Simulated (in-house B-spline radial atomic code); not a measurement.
# Mg⁷⁺: ionisation energy by several methods

Aim: the ionisation energy of Mg⁷⁺ by several methods, each as the difference of two self-consistent energies (Mg⁷⁺ and the next ion, [He] 2s2).

Method: non-relativistic, several functionals, spin-polarised, exact exchange averaged over the configuration; spherical all-electron atom at the radial basis limit. Code: in-house B-spline radial atomic code version 1.

**1. Starting point**

```
element       : magnesium (Z = 12)
charge        : +7
electrons     : 5
configuration : [He] 2s2 2p1
nucleus       : point
```

Outer shells as boxes (Hund's rule):

[He] 2s2 2p1
```
[He] core
2s [↑↓]
2p [↑ ][  ][  ]
```

Where spins are not typed, each open shell is filled with up spins first.

**2. M06-2X, a global hybrid**

Input settings:

```ini
Z = 12
electrons = 5.0
configuration = [He] 2s2 2p1
hamiltonian = nr
method = m062x
spin_polarised = True
exact_exchange = averaged over the configuration
```

The run is started by

```console
> python run_scf.py task.json out
```

task.json lists these runs, among others, and the program works through them in turn.

**3. CAM-B3LYP, a range-separated hybrid**

The settings differ from step 2 so:

```diff
@@ -4,3 +4,3 @@
 hamiltonian = nr
-method = m062x
+method = camb3lyp
 spin_polarised = True
```

**4. r2SCAN0, a global hybrid**

The settings differ from step 3 so:

```diff
@@ -4,3 +4,3 @@
 hamiltonian = nr
-method = camb3lyp
+method = r2scan0
 spin_polarised = True
```

**5. BHandHLYP, a global hybrid**

The settings differ from step 4 so:

```diff
@@ -4,3 +4,3 @@
 hamiltonian = nr
-method = r2scan0
+method = bhandhlyp
 spin_polarised = True
```

**6. TPSSh, a global hybrid**

The settings differ from step 5 so:

```diff
@@ -4,3 +4,3 @@
 hamiltonian = nr
-method = bhandhlyp
+method = tpssh
 spin_polarised = True
```

**7. ωB97X, a range-separated hybrid**

The settings differ from step 6 so:

```diff
@@ -4,3 +4,3 @@
 hamiltonian = nr
-method = tpssh
+method = wb97x
 spin_polarised = True
```

Q: The tabulated ionisation energy is 265.924 ± 0.019 eV (semi-empirical; NIST Atomic Spectra Database). What does each method give, and which comes nearest?

**Answer**, as computed:

| method | rung | total energy (hartree) | ΔSCF (eV) | −ε highest (eV) | ΔSCF less tabulated (eV) |
| --- | --- | --- | --- | --- | --- |
| M06-2X | global hybrid | -171.9504 | 266.97 | 257.11 (2p up) | +1.04 |
| r2SCAN0 | global hybrid | -171.7986 | 265.53 | 251.23 (2p up) | -0.40 |
| BHandHLYP | global hybrid | -171.8893 | 266.61 | 256.80 (2p up) | +0.69 |
| TPSSh | global hybrid | -171.8830 | 265.73 | 247.97 (2p up) | -0.20 |
| CAM-B3LYP | range-separated hybrid | -171.8440 | 266.46 | 252.48 (2p up) | +0.53 |
| ωB97X | range-separated hybrid | -171.9348 | 265.71 | 252.84 (2p up) | -0.22 |

Against the tabulated ionisation energy, 265.924 ± 0.019 eV (semi-empirical; NIST Atomic Spectra Database), the best here is TPSSh (-0.20 eV) and the worst M06-2X (+1.04 eV, or 0.39 %). Open shells are averaged (over orientations, and over spins where the run is restricted), while tables refer to the lowest levels.
